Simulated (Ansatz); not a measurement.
# Zn4SeS3: the cost of one run

Program: Ansatz 0.2.0. Level of theory: DFT PBE, scalar-relativistic, plane waves, PAW. These are calculated values, not measurements.

2 further runs of the same task are left out: 1 that didn't finish, 1 set aside as unsound or not needed. Runs told in other sessions of the task aren't counted.

## 1. Starting point

Symmetry: P-4m2, No. 115, tetragonal system. Conventional cell: a = 3.901 Å, b = 3.901 Å, c = 11.028 Å, α = 90.00°, β = 90.00°, γ = 90.00°. Zn (site symmetry 2mm) is surrounded by 4 S at 2.37 Å. Zn (site symmetry 2mm) has 2 S at 2.37 Å and 2 Se at 2.45 Å in its first shell of neighbours. Se (site symmetry -4m2) is surrounded by 4 Zn at 2.45 Å. S (site symmetry -4m2) is surrounded by 4 Zn at 2.37 Å. S (site symmetry 2mm) has 4 Zn at 2.37 Å in its first shell of neighbours.

Structure file:

```
Zn Se S
1.0
     3.90063    0.00000    0.00000
     0.00000    3.90063    0.00000
     0.00000    0.00000   11.02761
Zn Se S
4 1 3
Direct
  0.50000 0.00000 0.87852
  0.00000 0.50000 0.12148
  0.50000 0.00000 0.36488
  0.00000 0.50000 0.63512
  0.00000 0.00000 0.50000
  0.00000 0.00000 0.00000
  0.50000 0.50000 0.24318
  0.50000 0.50000 0.75682
```

The cell was relaxed beforehand at this level, from a generated guess; it needn't be the stable form of this composition. At a tolerance of 0.02 Å it has space group P-4m2 (No. 115); it has 20.97 Å³/atom, an uncorrected energy of -0.79 eV/atom over the elements and, on its mesh, gap 1.70 eV.

## 2. Volume × 0.97

Input file input.yaml:

```yaml
crystal:
  lattice:
    - [3.8612288838, 0.0, 0.0]
    - [0.0, 3.8612288838, 0.0]
    - [0.0, 0.0, 10.9162141656]
  atoms:
    - { symbol: Zn, position: [0.5, 0.0, 0.878522] }
    - { symbol: Zn, position: [0.0, 0.5, 0.121478] }
    - { symbol: Zn, position: [0.5, 0.0, 0.364875] }
    - { symbol: Zn, position: [0.0, 0.5, 0.635125] }
    - { symbol: Se, position: [0.0, 0.0, 0.5] }
    - { symbol: S, position: [0.0, 0.0, 0.0] }
    - { symbol: S, position: [0.5, 0.5, 0.243181] }
    - { symbol: S, position: [0.5, 0.5, 0.756819] }
basis:
  ecutwfc: 420
kpoints:
  mp_grid: { grid: [8, 8, 4] }
hamiltonian:
  xc: pbe
scf:
  occupations: { method: gaussian, width: 0.02 }
output:
  forces: true
  stress: true
  eigenvalues: true
relax:
  adjacent_minimum: "off"
  f_tol: 0.01
  max_steps: 30
  cell: { stress_tol: 0.1, fix: [volume] }
```

Run with:

```bash
$ ansatz run input.yaml --threads 4 --pin off --max-ram 8192MiB --backend cpu --events-out ev --progress --plain --runs-dir out
```

Q: Estimate wall time and peak memory on 4 threads of Arm Neoverse V2, shared host.

About 33 s, with a peak of 0.65 GiB.
